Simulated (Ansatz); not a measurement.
# C₂H₄F₂Si₂: how energies converge with the basis set

Aim: see how fast density functionals converge with the basis set for C₂H₄F₂Si₂.

Method: one geometry, several basis sets; program: Ansatz 0.2.0, Gaussian basis.

Plan: PBE0-D4/def2-SVP; ωB97M-V/def2-SVP; PBE0-D4/def2-QZVPP; ωB97M-V/def2-QZVPP; the functionals' def2-TZVPP values are taken from earlier runs.

## 1. The relaxed structure

All runs share one geometry, relaxed beforehand with PBE0-D4 in a triple-zeta def2 set.

SMILES `F[SiH](F)C#C[SiH3]`, 10 atoms, charge 0, spin multiplicity 1.

Atoms are counted from 1 here; the program's logs count them from 0.

Bond lengths: F1–Si2 1.582 Å, Si2–F3 1.582 Å, Si2–C4 1.809 Å, Si2–H7 1.469 Å, C4–C5 1.213 Å, C5–Si6 1.832 Å, Si6–H8 1.482 Å, Si6–H9 1.482 Å, Si6–H10 1.482 Å. Angles: F1–Si2–F3 107.6°, F1–Si2–C4 109.1°, F1–Si2–H7 109.0°, F3–Si2–C4 109.1°, F3–Si2–H7 109.0°, C4–Si2–H7 112.9°, Si2–C4–C5 177.6°, C4–C5–Si6 179.5°, C5–Si6–H8 108.7°, C5–Si6–H9 108.6°, C5–Si6–H10 108.6°, H8–Si6–H9 110.3°, H8–Si6–H10 110.3°, H9–Si6–H10 110.3°.

## 2. PBE0-D4 in def2-SVP

The input, in.yaml:

```yaml
crystal:
  periodic: [false, false, false]
  atoms:
    - {symbol: F, position_ang: [-0.089768, -3.229854, -0.654938]}
    - {symbol: Si, position_ang: [0.801197, -1.997082, -1.089889]}
    - {symbol: F, position_ang: [0.660275, -1.835322, -2.657274]}
    - {symbol: C, position_ang: [0.181073, -0.502405, -0.281234]}
    - {symbol: C, position_ang: [-0.188256, 0.506490, 0.282921]}
    - {symbol: Si, position_ang: [-0.761231, 2.027768, 1.127642]}
    - {symbol: H, position_ang: [2.204945, -2.283681, -0.763672]}
    - {symbol: H, position_ang: [-2.168372, 2.284724, 0.741022]}
    - {symbol: H, position_ang: [-0.659389, 1.822260, 2.591770]}
    - {symbol: H, position_ang: [0.102528, 3.156005, 0.706551]}
basis:
  gaussian: {orbitals: def2-SVP}
hamiltonian: {xc: pbe0, dispersion: d4}
output: {orbitals: {seedname: orbitals}}
```

The run is started by

```console
ansatz run in.yaml --threads 4 --pin off --events-out ev --progress --plain --max-ram 10444MiB
```

The runs that follow: ωB97M-V in def2-SVP; PBE0-D4 in def2-QZVPP; ωB97M-V in def2-QZVPP.

Q: Predict the results of all the runs planned. Wanted: PBE0-D4: double and triple zeta above quadruple; ωB97M-V: double and triple zeta above quadruple.

**Answer**, as computed:

| quantity | value |
| --- | --- |
| PBE0-D4: double and triple zeta above quadruple | 16.10, 0.97 eV |
| ωB97M-V: double and triple zeta above quadruple | 16.26, 0.89 eV |

**Reading.** PBE0-D4 gains 15.13 eV from double to triple zeta, then 0.97 eV more. These are total energies; as a rule much of such shifts cancels in differences, which this series doesn't test.
